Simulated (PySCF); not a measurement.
# CH5ClSn (SMILES [CH3][SnH2][Cl]): levels of theory compared

Wanted: a comparison of 3 runs (HF/STO-3G, HF/3-21G, PBE0/def2-SVP) of CH5ClSn. Input form: a Python script.

The calculation is run with PySCF 2.14.0.

## 1. Starting point

CH5ClSn has 8 atoms, charge 0, and is taken as a singlet. As SMILES, `[CH3][SnH2][Cl]`. The coordinates come from a PBE0-D4/def2-TZVP relaxation.

Bond lengths: C1–Sn2 2.127 Å, Sn2–Cl3 2.342 Å, C1–H4 1.089 Å, C1–H5 1.091 Å, C1–H6 1.089 Å, Sn2–H7 1.705 Å, Sn2–H8 1.705 Å. Some angles: C1–Sn2–Cl3 105.7°, C1–Sn2–H7 113.7°, C1–Sn2–H8 113.6°, Cl3–Sn2–H7 105.5°, Cl3–Sn2–H8 105.5°, Sn2–C1–H4 109.2°, Sn2–C1–H5 110.1°, Sn2–C1–H6 109.3°, H7–Sn2–H8 111.9°, H4–C1–H5 109.4°.

## 2. Energy and gradient at HF/STO-3G (run 1)

Contents of job.py:

```python
from pyscf import gto

mol = gto.M(
    atom=[
    ('C', (-0.881000, 0.739200, -0.218100)),
    ('Sn', (0.578800, -0.747400, 0.208400)),
    ('Cl', (2.652800, 0.282900, -0.142700)),
    ('H', (-0.759300, 1.077400, -1.246500)),
    ('H', (-1.883200, 0.329400, -0.087500)),
    ('H', (-0.743800, 1.582700, 0.457600)),
    ('H', (0.588400, -1.249400, 1.837900)),
    ('H', (0.539400, -2.072000, -0.864700)),
],
    charge=0,
    basis='sto-3g',
    spin=0,
    max_memory=1860,
    verbose=4,
)

calc0 = mol.RHF()
calc0.conv_tol = 1e-10
calc0.kernel()
if not calc0.converged:
    calc0 = calc0.newton().run(calc0.mo_coeff, calc0.mo_occ)

energy = calc0.e_tot
print('E = %.10f Eh' % energy)
grad = calc0.nuc_grad_method().kernel()
dip = calc0.dip_moment()
pop, q = calc0.mulliken_pop()
```

On the command line:

```sh
OMP_NUM_THREADS=1 python job.py
```

The program printed:

```text
PySCF version 2.14.0

[... 58 lines left out ...]
converged SCF energy = -6458.28892901378
[... 12 lines left out ...]
Dipole moment(X, Y, Z, Debye): -3.36921, -1.53382,  0.52785
[... 55 lines left out ...]
charge of    7H =     -0.16888
```

Wall time 6.9 s (1 thread of Intel Xeon at 2.70GHz, shared host); peak memory 0.12 GiB.

## 3. Energy and forces at HF/3-21G (run 2)

Contents of start.xyz:

```xyz
8
CH5ClSn
C     -0.881000     0.739200    -0.218100
Sn     0.578800    -0.747400     0.208400
Cl     2.652800     0.282900    -0.142700
H     -0.759300     1.077400    -1.246500
H     -1.883200     0.329400    -0.087500
H     -0.743800     1.582700     0.457600
H      0.588400    -1.249400     1.837900
H      0.539400    -2.072000    -0.864700
```

Contents of run.py:

```python
from pyscf import gto

mol = gto.Mole()
mol.atom = 'start.xyz'
mol.verbose = 4
mol.max_memory = 1860
mol.basis = '3-21g'
mol.charge = 0
mol.build()

hf = mol.RHF()
hf.conv_tol = 1e-10
hf.kernel()
if not hf.converged:
    hf = hf.newton().run(hf.mo_coeff, hf.mo_occ)

energy = hf.e_tot
print('Final energy', energy)
grad = hf.nuc_grad_method().kernel()
hf.analyze()
```

On the command line:

```sh
OMP_NUM_THREADS=1 python run.py
```

The program printed:

```text
PySCF version 2.14.0

[... 79 lines left out ...]
DFT Exchange-Correlation Energy =     -193.179948919838353
[... 10 lines left out ...]
MO #9   energy= -26.9426578365708  occ= 2
[... 8 lines left out ...]
MO #18  energy= -7.92790616566955  occ= 2
[... 8 lines left out ...]
MO #27  energy= -1.45100269943149  occ= 2
[... 8 lines left out ...]
MO #36  energy= -0.473542494849802 occ= 2
[... 8 lines left out ...]
MO #45  energy= 0.297892249023529  occ= 0
[... 8 lines left out ...]
MO #54  energy= 0.991588775476557  occ= 0
[... 8 lines left out ...]
MO #63  energy= 1.92111705898828   occ= 0
[... 74 lines left out ...]
Dipole moment(X, Y, Z, Debye): -4.03326, -1.18306,  0.43304
```

Wall time 7.2 s (1 thread of Intel Xeon at 2.70GHz, shared host); peak memory 0.13 GiB.

## 4. Energy and forces at PBE0/def2-SVP (core potential) (run 3)

Contents of input.py:

```python
import pyscf.grad
from pyscf import gto, dft

mol = gto.M(
    atom='''
C       -0.881000       0.739200      -0.218100
Sn       0.578800      -0.747400       0.208400
Cl       2.652800       0.282900      -0.142700
H       -0.759300       1.077400      -1.246500
H       -1.883200       0.329400      -0.087500
H       -0.743800       1.582700       0.457600
H        0.588400      -1.249400       1.837900
H        0.539400      -2.072000      -0.864700
''',
    verbose=4,
    ecp={'Sn': 'def2-svp'},
    max_memory=1860,
    basis='def2-svp',
)

ks = dft.RKS(mol)
ks.xc = 'pbe0'
ks.grids.level = 5
ks.conv_tol = 1e-10
ks.kernel()
if not ks.converged:
    ks = ks.newton().run(ks.mo_coeff, ks.mo_occ)

energy = ks.e_tot
print('E = %.10f Eh' % energy)
grad = ks.Gradients().kernel()
ks.analyze()
```

On the command line:

```sh
OMP_NUM_THREADS=1 python input.py
```

The program printed:

```text
PySCF version 2.14.0

[... 90 lines left out ...]
Total Energy =                        -715.261565978695558
[... 12 lines left out ...]
MO #6   energy= -7.2300278535351   occ= 2
[... 10 lines left out ...]
MO #17  energy= -0.717711827964017 occ= 2
[... 10 lines left out ...]
MO #28  energy= 0.0427627669670611 occ= 0
[... 10 lines left out ...]
MO #39  energy= 0.445002500394253  occ= 0
[... 10 lines left out ...]
MO #50  energy= 0.756167726508175  occ= 0
[... 10 lines left out ...]
MO #61  energy= 1.27422065439731   occ= 0
[... 10 lines left out ...]
MO #72  energy= 1.96301302235369   occ= 0
[... 10 lines left out ...]
MO #83  energy= 51.8668841589874   occ= 0
[... 94 lines left out ...]
Dipole moment(X, Y, Z, Debye): -2.88423, -0.50943,  0.20752
```

It took 39 s on 1 thread of Intel Xeon at 2.70GHz, shared host; peak memory 0.81 GiB.

## 5. All runs side by side

| run | level | core potential | integration grid | energy (Eh) | dipole moment (D) | HOMO energy (eV) | LUMO energy (eV) | wall time |
| --- | --- | --- | --- | --- | --- | --- | --- | --- |
| 1 | HF/STO-3G | – | – | -6458.288929 | 3.74 | -9.30 | 8.26 | 6.9 s |
| 2 | HF/3-21G | – | – | -6494.176074 | 4.23 | -11.39 | 2.52 | 7.2 s |
| 3 | PBE0/def2-SVP (core potential) | def2-svp | 5 | -715.261566 | 2.94 | -8.13 | -0.20 | 39 s |

## 6. What came out

| quantity | value |
| --- | --- |
| run 3: total energy | -715.26157 Eh |
| run 3: dipole moment | 2.94 D |
| run 3: HOMO energy | -8.13 eV |
| run 3: LUMO energy | -0.20 eV |
| run 3: HOMO–LUMO gap | 7.93 eV |
| run 3: largest force on an atom | 0.377 eV/Å |

**Reading.** The dipole moment (its size) runs from 2.94 D (PBE0/def2-SVP) to 4.23 D (HF/3-21G). The two ends differ in method and basis and core potential. The HOMO–LUMO gap runs from 7.93 eV (PBE0/def2-SVP) to 17.56 eV (HF/STO-3G). Some runs of one species differ in core potentials or relativity; totals across that change don't compare. In run 1 the basis is minimal, so the values are rough. In runs 1, 2 relativity is left out where basis or elements ask for it. All runs together took 53 s, the longest 39 s.
